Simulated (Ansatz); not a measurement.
# AlClFHZn: the cost of one run

All numbers below are computed with Ansatz 0.2.0 (RKS B3LYP/def2-SVPD).

## 1. The starting structure

Bond lengths: F1–Al2 1.807 Å, Al2–Cl3 2.195 Å, Al2–Zn4 2.124 Å, Zn4–H5 0.294 Å. Angles: F1–Al2–Cl3 118.6°, F1–Al2–Zn4 116.7°, Cl3–Al2–Zn4 109.2°, Al2–Zn4–H5 55.4°.

Coordinates:

```xyz
5

F     0.4073    0.3765    2.0001
Al   -0.0842   -0.4022    0.4457
Cl    1.3082   -1.7993   -0.5176
Zn   -0.9301    0.8687   -1.0308
H    -0.6514    0.8826   -0.9388
```

## 2. Relaxing end A

The input, input.yaml:

```yaml
crystal:
  periodic: [false, false, false]
  atoms:
    - { symbol: F, position_ang: [0.4073, 0.3765, 2.0001] }
    - { symbol: Al, position_ang: [-0.0842, -0.4022, 0.4457] }
    - { symbol: Cl, position_ang: [1.3082, -1.7993, -0.5176] }
    - { symbol: Zn, position_ang: [-0.9301, 0.8687, -1.0308] }
    - { symbol: H, position_ang: [-0.6514, 0.8826, -0.9388] }
basis:
  gaussian: { orbitals: def2-SVPD }
hamiltonian:
  xc: b3lyp
relax:
  f_tol: 0.015
  max_steps: 40
```

The run is started by

```console
$ ansatz run input.yaml --threads 2 --pin off --max-ram 3072MiB --backend cpu --events-out ev --progress --plain --runs-dir out
```

Q: Estimate wall time and peak memory on 2 threads of Intel Xeon Platinum 8375C at 2.90GHz (Ice Lake), shared host.

About 1.9 min, with a peak of 0.29 GiB.
